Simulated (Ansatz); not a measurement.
# Sn2TeO2: one candidate of a structure search, part 2 of 2

Where does this trial cell of Sn2TeO2 go when cell and atoms are let free?

Ansatz 0.2.0; DFT PBE, scalar-relativistic, plane waves, PAW.

## Step 4: Relaxation on the finer mesh

The end of the coarse run is made exact in the group found at a tolerance of 0.06 Å and reduced to its primitive cell.

input.yaml

```yaml
crystal:
  lattice:
    - [3.0325455604, -4.9804356004, 0.0]
    - [3.0325455604, 4.9804356004, 0.0]
    - [0.0, 0.0, 3.9558677502]
  atoms:
    - { symbol: Sn, position: [0.6459141296, 0.3540858704, 0.5] }
    - { symbol: Sn, position: [0.3540858704, 0.6459141296, 0.5] }
    - { symbol: Te, position: [0.0, 0.0, 0.5] }
    - { symbol: O, position: [0.0, 0.0, 0.0] }
    - { symbol: O, position: [0.5, 0.5, 0.0] }
basis:
  ecutwfc: 420
kpoints:
  mp_grid: { grid: [8, 8, 10] }
hamiltonian:
  xc: pbe
scf:
  occupations: { method: gaussian, width: 0.1 }
output:
  forces: true
  stress: true
  eigenvalues: true
  write_density: true
  write_potential: true
  elf: true
  volumetric_format: npy
relax:
  adjacent_minimum: "off"
  f_tol: 0.01
  max_steps: 80
  cell: { stress_tol: 0.05 }
```

Command:

```console
> ansatz run input.yaml --threads 1 --pin off --max-ram 2560MiB --backend cpu --events-out ev --progress --plain --runs-dir out
```

Output:

```text
Warning: RAYON_NUM_THREADS=1 ignored (pool sized by the plan → 1); use --threads N
Engine: ansatz 0.2.0, x86_64-unknown-linux-gnu
Pseudopotentials: kind: paw
Pseudopotential: Sn, paw, valence charge 14, recommended cutoff 420 eV (normal), Sn.paw.azcp
Pseudopotential: Te, paw, valence charge 16, recommended cutoff 420 eV (normal), Te.paw.azcp
Pseudopotential: O, paw, valence charge 6, recommended cutoff 420 eV (normal), O.paw.azcp
Functional definition: PBE
  parameter kappa = 0.804
  parameter beta = 0.06672455060314922
  exchange = pbe_x(kappa = kappa, mu = beta*pi^2/3)
  correlation = pbe_c(beta = beta)
Crystal: 5 atoms, lattice volume = 119.494 Å³
Basis set: ecut = 420 eV, 2351 PW (Γ), exchange–correlation on 80×80×54 points (8 copies of the dense FFT grid, shifted against one another)
Bands: 34, of which v1, the nominal top of the filled ones, is band 28 counted from 1 (27 counted from 0)
Symmetry: 8 space group operations
Space group: Cmmm (ITA 65), of the structure as read, at distance tolerance 4.9e-5 Å
k-points: 126 of 640
Non-local potential: Sn, projectors of the file, l = 0: 2, l = 1: 2, l = 2: 2, l = 3: 2
Non-local potential: Te, projectors of the file, l = 0: 2, l = 1: 2, l = 2: 2, l = 3: 2
Non-local potential: O, projectors of the file, l = 0: 2, l = 1: 2, l = 2: 1
PAW form: soft (Blöchl's): semilocal exchange-correlation on the pseudo side does not see the compensation charge
PAW one-centre angular grid: Sn, 590 points (default); XC on 64 Gauss nodes
PAW one-centre angular grid: Te, 590 points (default); XC on 64 Gauss nodes
PAW one-centre angular grid: O, 110 points (default); XC on 64 Gauss nodes
Initial density: superposition of atomic densities (neutral atoms: chi_scale 0, normalization atom), corrected by the library's trained network
Initial wavefunctions: pseudopotential atomic-orbital guess
Functional: x = pbe(κ = 0.804, μ = 0.2195149727645171), c = pbe(β = 0.06672455060314922)
SCF iter   1: F=—  HF=-20159.738073 eV  |F-HF|=—  |Δ(HF+E_count)|=         —  Δρ=3.58e-3  dr2=1.88e-2  ethr=1.77e-3  ⟨swp⟩=7.3  Hψ=19297  notcnv=0
preconditioner: auto → LDOS  [metal: Δε(μ)=0.018 eV  Ē_g=15.813 eV  σ=0.100 eV  W_gap=0.10  n_scr=26 (ndim 8)  ℏωp=23.0 eV  f_vac=0.086  D(μ)=1.30/eV (n_scr^D=6)  β→1.0]
SCF iter   2: F=—  HF=-20159.734576 eV  |F-HF|=—  |Δ(HF+E_count)|=   3.50e-3  Δρ=1.71e-3  dr2=3.54e-3  ethr=3.36e-5  ⟨swp⟩=2.3  Hψ=8410  notcnv=0  defer=2
SCF iter   3: F=—  HF=-20159.733986 eV  |F-HF|=—  |Δ(HF+E_count)|=   5.90e-4  Δρ=8.95e-4  dr2=1.03e-3  ethr=6.32e-6  ⟨swp⟩=2.0  Hψ=7059  notcnv=0  defer=2
SCF iter   4: F=—  HF=-20159.733820 eV  |F-HF|=—  |Δ(HF+E_count)|=   1.66e-4  Δρ=1.31e-4  dr2=2.05e-5  ethr=1.83e-6  ⟨swp⟩=2.0  Hψ=5442  notcnv=0  defer=2
SCF iter   5: F=—  HF=-20159.733877 eV  |F-HF|=—  |Δ(HF+E_count)|=   5.68e-5  Δρ=3.09e-5  dr2=1.05e-6  ethr=3.66e-8  ⟨swp⟩=2.0  Hψ=7054  notcnv=0  defer=2
SCF iter   6: F=-20159.733877 eV  HF=-20159.733877 eV  |F-HF|=2.72e-8  |Δ(HF+E_count)|=   6.41e-7  Δρ=6.29e-6  dr2=4.01e-8  ethr=1.79e-10  ⟨swp⟩=14.8  Hψ=36462  notcnv=0
SCF 1 converged in 6 iterations: F = -20159.733877 eV  dr2 = 4.01e-8
relax step   1: F+E_penalty+E_count = -20159.73387749 eV  Δ(F+E_penalty+E_count) = +0.000e0 eV  max|allowed force component| = 3.735e-2 eV/Å  Δτ_max = 0.0000 Å  P = +0.060 GPa  Ω = 119.494 Å³  (6 SCF iters, dr2 threshold 1.00e-7 eV, accepted)
Crystal: 5 atoms, lattice volume = 119.603 Å³
Basis set: ecut = 420 eV, 2359 PW (Γ), exchange–correlation on 80×80×54 points (8 copies of the dense FFT grid, shifted against one another)
Initial density: handed on by an earlier stage of this run
Initial wavefunctions: those handed on with the density
iter 1 solved again at ethr=1.97e-6 eV; its pass at ethr=3.10e-3 eV (dr2=1.10e-3 eV) is discarded
SCF iter   1: F=—  HF=-20159.733869 eV  |F-HF|=—  |Δ(HF+E_count)|=         —  Δρ=7.80e-4  dr2=1.15e-3  ethr=1.97e-6  ⟨swp⟩=2.1  Hψ=21035  notcnv=0
preconditioner: auto → LDOS  [metal: Δε(μ)=0.009 eV  Ē_g=15.813 eV  σ=0.100 eV  W_gap=0.05  n_scr=26 (ndim 8)  ℏωp=23.0 eV  f_vac=0.087  D(μ)=1.41/eV (n_scr^D=6)  β→1.0]
SCF iter   2: F=—  HF=-20159.733900 eV  |F-HF|=—  |Δ(HF+E_count)|=   3.08e-5  Δρ=8.38e-4  dr2=1.35e-3  ethr=1.97e-6  ⟨swp⟩=2.2  Hψ=7233  notcnv=0
SCF iter   3: F=—  HF=-20159.733605 eV  |F-HF|=—  |Δ(HF+E_count)|=   2.95e-4  Δρ=7.84e-5  dr2=7.15e-6  ethr=1.97e-6  ⟨swp⟩=2.0  Hψ=7157  notcnv=0
SCF iter   4: F=—  HF=-20159.733666 eV  |F-HF|=—  |Δ(HF+E_count)|=   6.09e-5  Δρ=3.22e-5  dr2=1.10e-6  ethr=1.28e-8  ⟨swp⟩=2.0  Hψ=5818  notcnv=0
SCF iter   5: F=-20159.733666 eV  HF=-20159.733666 eV  |F-HF|=9.83e-9  |Δ(HF+E_count)|=   5.15e-8  Δρ=9.43e-6  dr2=8.97e-8  ethr=5.23e-10  ⟨swp⟩=12.0  Hψ=33322  notcnv=0
SCF 2 converged in 5 iterations: F = -20159.733666 eV  dr2 = 8.97e-8
relax step   2: F+E_penalty+E_count = -20159.73366574 eV  Δ(F+E_penalty+E_count) = +2.117e-4 eV  max|allowed force component| = 8.320e-2 eV/Å  Δτ_max = 0.0084 Å  P = +0.129 GPa  Ω = 119.603 Å³  energy of the carried Pulay correction = -1.503e-4 eV  (5 SCF iters, dr2 threshold 2.93e-7 eV, rejected (line search))
Crystal: 5 atoms, lattice volume = 119.548 Å³
iter 1 solved again at ethr=8.11e-7 eV; its pass at ethr=3.10e-3 eV (dr2=4.54e-4 eV) is discarded
SCF iter   1: F=—  HF=-20159.734287 eV  |F-HF|=—  |Δ(HF+E_count)|=         —  Δρ=4.99e-4  dr2=4.65e-4  ethr=8.11e-7  ⟨swp⟩=2.0  Hψ=20673  notcnv=0
preconditioner: auto → LDOS  [metal: Δε(μ)=0.016 eV  Ē_g=15.801 eV  σ=0.100 eV  W_gap=0.09  n_scr=26 (ndim 8)  ℏωp=23.0 eV  f_vac=0.087  D(μ)=1.39/eV (n_scr^D=6)  β→1.0]
SCF iter   2: F=—  HF=-20159.734300 eV  |F-HF|=—  |Δ(HF+E_count)|=   1.28e-5  Δρ=5.26e-4  dr2=5.31e-4  ethr=8.11e-7  ⟨swp⟩=2.2  Hψ=7230  notcnv=0
SCF iter   3: F=—  HF=-20159.734183 eV  |F-HF|=—  |Δ(HF+E_count)|=   1.17e-4  Δρ=5.33e-5  dr2=3.53e-6  ethr=8.11e-7  ⟨swp⟩=2.0  Hψ=7150  notcnv=0
SCF iter   4: F=—  HF=-20159.734240 eV  |F-HF|=—  |Δ(HF+E_count)|=   5.69e-5  Δρ=1.82e-5  dr2=3.52e-7  ethr=6.31e-9  ⟨swp⟩=2.0  Hψ=5814  notcnv=0
SCF iter   5: F=—  HF=-20159.734240 eV  |F-HF|=—  |Δ(HF+E_count)|=   2.04e-8  Δρ=5.81e-6  dr2=3.40e-8  ethr=6.29e-10  ⟨swp⟩=2.0  Hψ=7185  notcnv=0
SCF iter   6: F=—  HF=-20159.734240 eV  |F-HF|=—  |Δ(HF+E_count)|=   1.13e-8  Δρ=1.17e-6  dr2=1.24e-9  ethr=6.07e-11  ⟨swp⟩=2.0  Hψ=7146  notcnv=0
SCF iter   7: F=—  HF=-20159.734240 eV  |F-HF|=—  |Δ(HF+E_count)|=  8.37e-10  Δρ=2.56e-7  dr2=5.77e-11  ethr=2.21e-12  ⟨swp⟩=2.0  Hψ=5606  notcnv=0
SCF iter   8: F=-20159.734240 eV  HF=-20159.734240 eV  |F-HF|=1.09e-11  |Δ(HF+E_count)|=  3.64e-11  Δρ=5.91e-8  dr2=3.50e-12  ethr=1.00e-12  ⟨swp⟩=6.9  Hψ=20497  notcnv=0
SCF 3 converged in 8 iterations: F = -20159.734240 eV  dr2 = 3.50e-12
relax step   3: F+E_penalty+E_count = -20159.73424003 eV  Δ(F+E_penalty+E_count) = -3.625e-4 eV  max|allowed force component| = 4.511e-4 eV/Å  Δτ_max = 0.0022 Å  P = +0.043 GPa  Ω = 119.548 Å³  energy of the carried Pulay correction = -7.392e-5 eV  (8 SCF iters, accepted)
Crystal: 5 atoms, lattice volume = 119.530 Å³
Basis set: ecut = 420 eV, 2367 PW (Γ), exchange–correlation on 80×80×54 points (8 copies of the dense FFT grid, shifted against one another)
iter 1 solved again at ethr=8.15e-8 eV; its pass at ethr=3.10e-3 eV (dr2=4.57e-5 eV) is discarded
SCF iter   1: F=—  HF=-20159.734383 eV  |F-HF|=—  |Δ(HF+E_count)|=         —  Δρ=2.09e-4  dr2=5.06e-5  ethr=8.15e-8  ⟨swp⟩=3.0  Hψ=22484  notcnv=0
preconditioner: auto → LDOS  [metal: Δε(μ)=0.013 eV  Ē_g=15.801 eV  σ=0.100 eV  W_gap=0.07  n_scr=26 (ndim 8)  ℏωp=23.0 eV  f_vac=0.086  D(μ)=1.41/eV (n_scr^D=6)  β→1.0]
SCF iter   2: F=—  HF=-20159.734447 eV  |F-HF|=—  |Δ(HF+E_count)|=   6.47e-5  Δρ=1.52e-4  dr2=3.45e-5  ethr=8.15e-8  ⟨swp⟩=2.0  Hψ=7197  notcnv=0
SCF iter   3: F=—  HF=-20159.734442 eV  |F-HF|=—  |Δ(HF+E_count)|=   5.42e-6  Δρ=4.66e-5  dr2=3.00e-6  ethr=6.16e-8  ⟨swp⟩=2.0  Hψ=7156  notcnv=0
SCF iter   4: F=—  HF=-20159.734442 eV  |F-HF|=—  |Δ(HF+E_count)|=   2.86e-7  Δρ=9.40e-6  dr2=8.31e-8  ethr=5.36e-9  ⟨swp⟩=3.0  Hψ=7515  notcnv=0
SCF iter   5: F=-20159.734442 eV  HF=-20159.734442 eV  |F-HF|=9.50e-10  |Δ(HF+E_count)|=   2.59e-8  Δρ=2.28e-6  dr2=6.08e-9  ethr=9.68e-11  ⟨swp⟩=10.4  Hψ=30169  notcnv=0
SCF 4 converged in 5 iterations: F = -20159.734442 eV  dr2 = 6.08e-9
relax step   4: F+E_penalty+E_count = -20159.73444167 eV  Δ(F+E_penalty+E_count) = -2.016e-4 eV  max|allowed force component| = 8.354e-3 eV/Å  Δτ_max = 0.0025 Å  P = +0.015 GPa  Ω = 119.530 Å³  energy of the carried Pulay correction = -4.979e-5 eV  (5 SCF iters, dr2 threshold 5.42e-8 eV, accepted)
Initial wavefunctions: pseudopotential atomic-orbital guess (no wavefunctions were taken with the density)
iter 1 solved again at ethr=2.22e-7 eV; its pass at ethr=3.10e-3 eV (dr2=1.24e-4 eV) is discarded
SCF iter   1: F=—  HF=-20159.734470 eV  |F-HF|=—  |Δ(HF+E_count)|=         —  Δρ=2.51e-5  dr2=6.38e-8  ethr=2.22e-7  ⟨swp⟩=3.2  Hψ=31079  notcnv=0
eigensolver tolerance schedule: the retry pair's looser diagonalisation over-reported the residual by 1947.55 of it (diagonalisation noise at 0.16 of the residual, at the tolerance the schedule requests for it); recorded, not acted on — ethr = c·dr2/N_el stays at c = 1.0e-1
SCF iter   2: F=—  HF=-20159.734541 eV  |F-HF|=—  |Δ(HF+E_count)|=   7.09e-5  Δρ=3.52e-6  dr2=1.19e-8  ethr=1.14e-10  ⟨swp⟩=3.0  Hψ=9220  notcnv=0
SCF iter   3: F=—  HF=-20159.734541 eV  |F-HF|=—  |Δ(HF+E_count)|=   2.02e-9  Δρ=1.98e-6  dr2=4.50e-9  ethr=2.12e-11  ⟨swp⟩=2.0  Hψ=7197  notcnv=0
SCF iter   4: F=—  HF=-20159.734541 eV  |F-HF|=—  |Δ(HF+E_count)|=  3.09e-10  Δρ=4.12e-7  dr2=1.97e-10  ethr=8.03e-12  ⟨swp⟩=2.0  Hψ=7044  notcnv=0
SCF iter   5: F=-20159.734541 eV  HF=-20159.734541 eV  |F-HF|=7.28e-12  |Δ(HF+E_count)|=  2.55e-11  Δρ=1.20e-7  dr2=1.44e-11  ethr=1.00e-12  ⟨swp⟩=8.6  Hψ=24034  notcnv=0
SCF 5 converged in 5 iterations: F = -20159.734541 eV  dr2 = 1.44e-11
relax step   5: F+E_penalty+E_count = -20159.73454057 eV  Δ(F+E_penalty+E_count) = -9.890e-5 eV  max|allowed force component| = 8.491e-3 eV/Å  Δτ_max = 0.0000 Å  P = +0.016 GPa  Ω = 119.530 Å³  stress off target by 4.11e-2 GPa  SCF on the basis re-selected at this cell (its energy is not comparable with the rows above)  (5 SCF iters)
basis re-selected at this cell: Δ(F+E_penalty+E_count) = -9.890e-5 eV, ΔP = +0.001 GPa vs the last step (what re-selecting the basis moved, of the pressure what is left beyond the Pulay correction that the steps carried, after the strain that the cell walked since its last selection, with what the two solves' SCF thresholds leave and, on support functions, any second-order correction that the steps lacked; it is no measure of the basis error at this ecutwfc). This SCF's stress stands 4.11e-2 GPa from its target on what of the cell is left free (relax.cell.stress_tol is 5.00e-2 GPa) and its largest allowed force component is 8.49e-3 eV/Å (relax.f_tol is 1.00e-2 eV/Å): within both
SCF converged after 5 iterations
Free energy (F): -20159.734541 eV
Harris-Foulkes:  -20159.734541 eV  (|F-HF|=7.28e-12)
Internal energy: -20159.727490 eV  (E = F + TS)
E sigma→0 (E₀):  -20159.731016 eV
Entropy (-TS):   -0.007050 eV (-1.410 meV/atom)
Fermi energy:    7.614963 eV
--- Per-component energies (eV) ---
  E_band       = -549.614229
  E_kinetic    = 896.824208
  E_local      = -4373.559986  (includes V_loc(G=0)·N_el)
  E_nonlocal   = -279.761816
  E_hartree    = 2420.369214
  E_xc         = -1035.813012
  E_vxc        = -482.131702  (∫ρ·V_xc dr)
  E_paw        = -13244.766293  (= ΣΔE_a)
  E_vpaw       = -1151.727848  (= ΣTr[D̂ρ^β])
  E_aug_tail   = 0.004555  (compensation charges beyond the density's cutoff)
  E_ewald      = -4543.024360
  E_smearing   = -0.007050  (= −TS)
  E_closure    = 0.000000  (closes the sum)
  Σ components = -20159.734541   (vs F -20159.734541, Δ=0.00e0)
--- Forces (eV/Å), atoms counted from 1 ---
  atom   1  Sn     0.00000000    -0.00849096     0.00000000
  atom   2  Sn     0.00000000     0.00849096     0.00000000
  atom   3  Te     0.00000000     0.00000000     0.00000000
  atom   4  O     -0.00000000     0.00000000     0.00000000
  atom   5  O      0.00000000     0.00000000     0.00000000
  max |Σ_I F_I| component: 1.10e-29 eV/Å
--- Stress (GPa, compression-positive) ---
        0.041067       0.000000       0.000000
        0.000000      -0.010655       0.000000
        0.000000       0.000000       0.018640
  P = ⅓ Tr σ = 0.0164 GPa (0.164 kbar)
--- Band table (eV; the first three rows and the last of 126) ---
  k-point 0: bands = ["-29.9467", "-29.8517", "-29.8372", "-29.7397", "-29.7387", "-14.2191", "-14.1289", "-14.1198", "-14.0912", "-14.0651", "-14.0605", "-14.0605", "-14.0259", "-14.0011", "-13.9549", "-11.2645", "-9.7837", "-1.7970", "-0.0133", "1.2604", "1.4668", "2.3543", "2.9030", "3.6317", "5.8858", "6.1225", "6.4115", "6.4249", "7.3245", "7.6626", "11.4889", "11.8933", "12.9798", "14.3206"]
  k-point 1: bands = ["-29.9448", "-29.8520", "-29.8375", "-29.7397", "-29.7387", "-14.2184", "-14.1408", "-14.1103", "-14.0911", "-14.0625", "-14.0613", "-14.0612", "-14.0259", "-14.0021", "-13.9541", "-11.2386", "-9.7595", "-2.4386", "0.2175", "1.5487", "1.6663", "2.4396", "2.9870", "3.6588", "5.9120", "6.2611", "6.4467", "6.4845", "7.1306", "7.4776", "10.7910", "11.7305", "12.9335", "14.3836"]
  k-point 2: bands = ["-29.9400", "-29.8526", "-29.8381", "-29.7396", "-29.7386", "-14.2168", "-14.1593", "-14.0979", "-14.0907", "-14.0633", "-14.0631", "-14.0559", "-14.0257", "-14.0047", "-13.9522", "-11.1677", "-9.6948", "-3.4357", "0.0364", "1.7936", "2.6925", "2.7845", "3.2348", "3.9634", "5.8090", "5.9813", "6.6108", "6.6508", "6.9979", "7.1927", "9.5929", "11.4671", "12.8191", "14.4383"]
  k-point 125: bands = ["-29.9273", "-29.8544", "-29.8399", "-29.7396", "-29.7386", "-14.2246", "-14.1947", "-14.1250", "-14.0807", "-14.0577", "-14.0561", "-14.0546", "-14.0163", "-13.9880", "-13.9337", "-10.9536", "-9.5128", "-4.9093", "-0.5225", "0.9226", "3.2963", "3.8327", "4.1614", "4.7295", "6.0183", "6.1779", "6.6119", "7.0270", "9.0107", "9.3447", "10.0273", "10.5105", "10.5539", "10.6319"]
--- Relaxed structure (4 steps of the walk, 3 accepted, 1 SCFs on fresh bases) ---
  F+E_penalty+E_count = -20159.73454057 eV   max|allowed force component| = 8.491e-3 eV/Å   (the final SCF, on the basis selected at the relaxed cell)
  cell:  # Å, volume = 119.5302 Å³
    - [3.040545904346123, -4.961190795210904, 0.0]
    - [3.040545904346123, 4.961190795210904, 0.0]
    - [0.0, 0.0, 3.9619597626015564]
  atoms:
    - { symbol: Sn, position: [0.6459440759859701, 0.35405592401402985, 0.49999999999999994] }
    - { symbol: Sn, position: [0.35405592401402985, 0.6459440759859701, 0.49999999999999994] }
    - { symbol: Te, position: [1.9052413041676018e-35, 1.9052413041676018e-35, 0.49999999999999994] }
    - { symbol: O, position: [-4.445530740867838e-35, -4.445530740867838e-35, 0.0] }
    - { symbol: O, position: [0.5, 0.5, 0.0] }
```

Wall time 70 s (1 thread of Intel Xeon 6975P-C (Granite Rapids), shared host); peak memory 0.7 GiB.

The steps of the relaxation:

| step | energy from step 1 (eV/cell) | largest force component (eV/Å) | pressure (GPa) | volume (Å³) |
| --- | --- | --- | --- | --- |
| 1 | 0.0000 | 0.0373 | 0.06 | 119.49 |
| 2 | 0.0002 | 0.0832 | 0.13 | 119.60 |
| 3 | -0.0004 | 0.0005 | 0.04 | 119.55 |
| 4 | -0.0006 | 0.0084 | 0.01 | 119.53 |
| 5 | -0.0007 | 0.0085 | 0.02 | 119.53 |

Step 1 is the start. Step 5 repeats the geometry before it on a plane-wave basis chosen anew for that cell, so its energy need not be comparable with the rows above. Step 2 was tried and not accepted.

Lengths and angles in the start's conventional setting:

|  | before | after | change |
| --- | --- | --- | --- |
| a (Å) | 6.065 | 6.081 | +0.3 % |
| b (Å) | 9.961 | 9.922 | -0.4 % |
| c (Å) | 3.956 | 3.962 | +0.2 % |
| volume (Å³/atom) | 23.90 | 23.91 | 0.0 % |
| shortest distance (Å) | 1.978 | 1.981 | +0.2 % |
| space group (0.01 Å) | Cmmm | Cmmm | same |

The run keeps the 8 symmetry operations of the start, so it could not have lowered the symmetry.

The maps below are laid out on this run's own conventional cell (a, b, c = 6.081, 9.922, 3.962 Å).

Density in a lattice plane of the grid's cell (edges 9.92 and 3.96 Å, at 0.000 of the third edge), which holds Sn and Te and O.

Values in e/Å³, 6 rows by 12 columns:
```
 1.77  0.30  0.03  0.06  0.15  0.33  1.48  0.33  0.15  0.06  0.03  0.30
 3.14  0.45  0.09  0.25  2.28  0.79  0.22  0.79  2.28  0.25  0.09  0.45
17.58  1.15  0.15  0.51 13.16  3.20  0.24  3.20 13.16  0.51  0.15  1.15
 3.14  0.45  0.09  0.25  2.28  0.79  0.22  0.79  2.28  0.25  0.09  0.45
 1.77  0.30  0.03  0.06  0.15  0.33  1.48  0.33  0.15  0.06  0.03  0.30
 7.70  0.64  0.03  0.02  0.06  0.65  7.61  0.65  0.06  0.02  0.03  0.64
```
Columns run along the first of these edges and rows up along the second, over one cell in 12 and 6 even steps from the bottom left corner. Atoms in the plane (fractional): Sn at (0.35, 0.50), Sn at (0.65, 0.50), Te at (0.00, 0.50), O at (0.00, 0.00), O at (0.50, 0.00).

ELF in the same plane.

Values, 6 rows by 12 columns:
```
0.71 0.39 0.04 0.28 0.26 0.36 0.74 0.36 0.26 0.28 0.04 0.39
0.24 0.42 0.22 0.44 0.25 0.26 0.23 0.26 0.25 0.44 0.22 0.42
0.03 0.49 0.38 0.41 0.00 0.18 0.32 0.18 0.00 0.41 0.38 0.49
0.24 0.42 0.22 0.44 0.25 0.26 0.23 0.26 0.25 0.44 0.22 0.42
0.71 0.39 0.04 0.28 0.26 0.36 0.74 0.36 0.26 0.28 0.04 0.39
0.23 0.77 0.04 0.03 0.09 0.72 0.27 0.72 0.09 0.03 0.04 0.77
```
Columns run along the first of these edges and rows up along the second, over one cell in 12 and 6 even steps from the bottom left corner. Atoms in the plane (fractional): Sn at (0.35, 0.50), Sn at (0.65, 0.50), Te at (0.00, 0.50), O at (0.00, 0.00), O at (0.50, 0.00).

Both are smooth fields of the valence electrons: close to the nuclei they are not physical.

Maxima of ELF outside the ion cores: 0.87 in the shell around O, 0.6 Å from O; 0.83 beside O, off the lines to its neighbours, 0.6 Å from O; 0.72 beside Te, off the lines to its neighbours, 1.2 Å from Te.

## Step 5: Changed: structure, dispersion d3bj, occupations.method tetrahedron, width left out

input.yaml

```yaml
crystal:
  lattice:
    - [3.0405459043, -4.9611907952, 0.0]
    - [3.0405459043, 4.9611907952, 0.0]
    - [0.0, 0.0, 3.9619597626]
  atoms:
    - { symbol: Sn, position: [0.645944076, 0.354055924, 0.5] }
    - { symbol: Sn, position: [0.354055924, 0.645944076, 0.5] }
    - { symbol: Te, position: [0.0, 0.0, 0.5] }
    - { symbol: O, position: [0.0, 0.0, 0.0] }
    - { symbol: O, position: [0.5, 0.5, 0.0] }
basis:
  ecutwfc: 420
kpoints:
  mp_grid: { grid: [8, 8, 10] }
hamiltonian:
  xc: pbe
  dispersion: d3bj
scf:
  occupations: { method: tetrahedron }
output:
  forces: true
  eigenvalues: true
  stress: true
```

Command:

```console
> ansatz run input.yaml --threads 1 --pin off --max-ram 2560MiB --backend cpu --events-out ev --progress --plain --runs-dir out
```

Output (excerpt; [...] marks lines left out):

```text
Warning: output.forces, output.stress, relax.cell or npt_langevin: where a Kohn–Sham band that disperses or a degenerate level is filled in part under the method tetrahedron, the forces or the stress that this run publishes need not agree with its energy (scf.occupations.method in the [...]
Warning: RAYON_NUM_THREADS=1 ignored (pool sized by the plan → 1); use --threads N
[...]
[... 5 set-up lines as earlier in the session ...]
[...]
Crystal: 5 atoms, lattice volume = 119.530 Å³
Basis set: ecut = 420 eV, 2367 PW (Γ), exchange–correlation on 80×80×54 points (8 copies of the dense FFT grid, shifted against one another)
Bands: 34, of which v1, the nominal top of the filled ones, is band 28 counted from 1 (27 counted from 0)
[... 1 set-up line as earlier in the session ...]
[...]
SCF iter   9: F=-20160.910796 eV  HF=-20160.910796 eV  |F-HF|=8.18e-9  |Δ(HF+E_count)|=   1.79e-6  Δρ=3.45e-6  dr2=1.47e-8  ethr=1.79e-10  ⟨swp⟩=7.0  Hψ=17902  notcnv=0
[...]
SCF converged after 9 iterations
Stability not checked: this state was not tested for a lower state beside it, because cold or Methfessel-Paxton smearing, or corrected tetrahedra, fill the levels in a way that the test cannot read (fill_not_monotonic; see scf.lower_state_search)
Free energy (F): -20160.910796 eV
[...]
E sigma→0 (E₀):  -20160.910796 eV
Entropy (-TS):   -0.000038 eV (-0.008 meV/atom)
Fermi energy:    7.636323 eV
[...]
--- Forces (eV/Å), atoms counted from 1 ---
  atom   1  Sn     0.00000000     0.01960498     0.00000000
  atom   2  Sn     0.00000000    -0.01960498     0.00000000
  atom   3  Te     0.00000000     0.00000000     0.00000000
  atom   4  O      0.00000000     0.00000000     0.00000000
  atom   5  O     -0.00000000     0.00000000     0.00000000
[...]
--- Stress (GPa, compression-positive) ---
       -1.225377       0.000000       0.000000
        0.000000      -1.325843       0.000000
        0.000000       0.000000      -1.549163
  P = ⅓ Tr σ = -1.3668 GPa (-13.668 kbar)
--- Band table (eV; the first three rows and the last of 126) ---
[...]
```

Run time: 14 s. Hardware: 1 thread of Intel Xeon 6975P-C (Granite Rapids), shared host; peak memory 0.66 GiB.

| run | ending | energy change | pressure (GPa) | gap (eV) | force (eV/Å) | cycles | time |
| --- | --- | --- | --- | --- | --- | --- | --- |
| step 4 | converged | 0 | 0.0 | 0.00 | 0.01 | - | 70 s |
| variant | converged | -236.0 meV/atom (σ→0) (offset of the dispersion model) | -1.4 | 0.00 | 0.02 | 9 | 14 s |

Changing the dispersion term and smearing moves the energy by -236.0 meV/atom (σ→0 values), and the pressure goes from 0.0 to -1.4 GPa.

## Step 6: What came out

This closing draws on all 2 parts. Changes of volume or cell count from the first structure of part 1.

| quantity | value |
| --- | --- |
| symmetry at the end (tolerance 0.05 Å) | space group Cmmm (No. 65) |
| conventional cell | a = 6.081 Å, b = 9.922 Å, c = 3.962 Å, α = 90.00°, β = 90.00°, γ = 90.00° |
| volume | 23.91 Å³/atom |
| energy over the elements (uncorrected; H, N, O, F and Cl as molecules), grey Sn | -0.28 eV/atom |
| gap on the mesh | none (metal) |

In words: The space group Cmmm (No. 65) is kept, and the volume per atom shrinks by 6.0 % from the first guess. A negative formation energy is needed for stability but isn't enough; other structures and compounds were not set against it here. No finished test with a distortion of lower symmetry is shown, so the end may be a saddle point. Spin-orbit coupling is left out for Te.
